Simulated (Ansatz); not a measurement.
# CH6AlClN2, SMILES N[CH2][Al]([NH2])[Cl]: a ladder of methods at one geometry

Computed with Ansatz 0.2.0, Python API.

Run as a notebook:

In [1]:
```python
from pathlib import Path

import ansatz as az
import numpy as np
```

In [2]:
```python
BASIS = "cc-pVDZ"
```

In [3]:
```python
GEOMETRY = """
N    -1.44940    0.42210    1.07500
C    -1.00540   -0.28430   -0.08530
Al    0.78590    0.36610   -0.60450
N     2.37880   -0.82440   -0.55010
Cl    1.11720    2.46500   -1.20230
H    -1.71300    1.45700    0.74660
H    -2.38200    0.04300    1.35330
H    -0.88590   -1.34130    0.16940
H    -1.68580   -0.14640   -0.90760
H     1.94730   -1.74720   -0.16640
H     2.95770   -0.46650    0.19240
"""
```

In [4]:
```python
ch6alcln2 = az.Crystal.molecule()
for line in GEOMETRY.strip().splitlines():
    symbol, *xyz = line.split()
    ch6alcln2 = ch6alcln2.atom(symbol, [float(v) for v in xyz])

base = ch6alcln2.calculation().basis(gaussian=BASIS)
```

In [5]:
```python
print("functional    E (Ha)        dipole (D)   HOMO (eV)  LUMO (eV)")
for name in ["b3lyp", "revpbe", "lda", "pbe0", "pbe"]:
    report = base.functional(name).forces().orbitals().run(threads=1, pin="off", runs_dir="runs").report
    lines = Path(report["orbitals_path"]).read_text().splitlines()
    field_of = lambda key: [line.split("=")[1].strip() for line in lines if line.startswith(key)]
    orbitals = [(27.211386 * float(e), s, float(n)) for e, s, n in zip(field_of("Ene="), field_of("Spin="), field_of("Occup="))]
    homo = max(e for e, _, n in orbitals if n > 0.5)
    lumo = min(e for e, _, n in orbitals if n < 0.5)
    dipole = 4.803205 * np.linalg.norm(report["charge_distribution"]["dipole_moment_e_ang"])
    print(f"{name:10s} {report['free_energy_ev'] / 27.211386246:14.6f} {dipole:9.3f} {homo:11.3f} {lumo:10.3f}")
```
```text
functional    E (Ha)        dipole (D)   HOMO (eV)  LUMO (eV)
b3lyp         -853.957443     3.237      -6.411     -0.947
revpbe        -853.738523     3.168      -5.165     -1.428
lda           -850.077046     3.278      -5.240     -1.708
pbe0          -853.481969     3.322      -6.675     -0.770
pbe           -853.404359     3.189      -5.189     -1.520
```

Total energies depend on the basis set; only differences at equal settings carry meaning. The geometry is a force-field or estimated start, not a minimum of this method, and the basis set is short of its limit. A lower total doesn't mark the better method: functionals have no common bound, and MP2 and coupled cluster aren't variational. b3lyp holds the VWN-RPA fit, as in Gaussian; the form of ORCA and Turbomole is b3lyp5. Levels such as HOMO and LUMO are orbital energies: with these approximate functionals they aren't the ionisation energy and electron affinity, and their gap isn't the fundamental gap. For Al to Cl the sets with a tight d function, cc-pV(X+d)Z, are usual. Finished in 19 s on 1 thread of Arm Neoverse V2, with other jobs on the host, peak memory 0.29 GiB.

(Lines on the test bed's own set-up are left out of the output.)
